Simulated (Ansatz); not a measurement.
# GePH (triplet): from Hartree-Fock to the top rungs, cc-pVTZ

The task here is to estimate one member of a computed series from the others.

Program: Ansatz 0.2.0, Gaussian basis. Level of theory: cc-pVTZ, core rule «outside noble gas», up to 19 orbitals frozen. These are calculated values, not measurements.

The runs, in order: UHF; CCSD(T) on ROHF; CCSD(T) on UHF; BCCD(T) on ROHF; CCSDT(Q) on ROHF; CCSDT(Q) on UHF; CASSCF and MRCISD+Q, 10 electrons in 9 orbitals; CASSCF and NEVPT2, 10 electrons in 9 orbitals.

6 further runs of the same task are left out: 6 set aside as unsound or not needed.

## What is computed

The geometry is a PBE0/def2-TZVP stationary point (not a proven minimum). No spin-orbit coupling is included. The filled d shell of Ge may be among the frozen orbitals whatever the setting's name suggests; the logs give the count.

3 atoms, charge 0, spin multiplicity 3.

Atoms are counted from 1 here; the program's logs count them from 0.

Bond lengths: Ge1–P2 2.352 Å, P2–H3 1.429 Å. Angles: Ge1–P2–H3 97.4°.

Set-up of the first run:

Contents of in.yaml:

```yaml
crystal:
  periodic: [false, false, false]
  atoms:
    - {symbol: Ge, position_ang: [0.000000, 0.017255, 0.720743]}
    - {symbol: P, position_ang: [0.000000, -0.083577, -1.629309]}
    - {symbol: H, position_ang: [0.000000, 1.324792, -1.874064]}
basis:
  gaussian: {orbitals: cc-pVTZ}
magnetization: {spin_polarized: true, initial_magnetization: 2}
hamiltonian: {xc: hf}
output: {orbitals: {seedname: orbitals}}
```

Run with:

```bash
> ansatz run in.yaml --threads 1 --pin off --events-out ev --progress --plain --max-ram 4096MiB --backend cpu
```

Steps of the session up to this table: UHF; CCSD(T) on ROHF; CCSD(T) on UHF; BCCD(T) on ROHF; CCSDT(Q) on ROHF; CCSDT(Q) on UHF; CASSCF and MRCISD+Q, 10 electrons in 9 orbitals; CASSCF and NEVPT2, 10 electrons in 9 orbitals.

One of the session's tables, all rows but one given; the rest of the session is left out.

| method | from UCCSDT(Q) (kcal/mol) |
| --- | --- |
| ROHF | +157.44 |
| UHF | +152.45 |
| RMP2 | ? |
| UMP2 | +30.75 |
| RCCSD | +8.37 |
| UCCSD | +8.12 |
| RCCSD(T) | +1.47 |
| UCCSD(T) | +1.43 |
| BCCD(T) | +1.47 |
| RCCSDT | +0.50 |
| UCCSDT | +0.39 |
| RCCSDT(Q) | +0.12 |
| UCCSDT(Q) | 0 |
| CASSCF valence | +124.97 |
| NEVPT2 valence | +29.25 |
| MRCISD valence | +13.26 |
| MRCISD+Q valence | +2.06 |

Estimate the missing values for RMP2.

As computed: from UCCSDT(Q) (kcal/mol): +29.42. In the column «from UCCSDT(Q) (kcal/mol)» it lies between NEVPT2 valence (+29.25) and UMP2 (+30.75).

Some runs used a GPU and others CPU threads alone; cost is compared among the CPU runs only.

Among the levels timed on like hardware, those that no quicker one beats, quickest first: NEVPT2 valence (21 s, +29.25 kcal/mol); RCCSD(T) (50 s, +1.47 kcal/mol); BCCD(T) (51 s, +1.47 kcal/mol); UCCSD(T) (77 s, +1.43 kcal/mol).

Caveats from the session: Of the multireference levels listed MRCISD+Q valence comes nearest in total energy (+2.06 kcal/mol), which doesn't show that its space is the better one. Restricted and unrestricted rows rest on different reference determinants; where their highest levels disagree by more than a few hundredths of an eV, they describe different states and don't form one ladder.
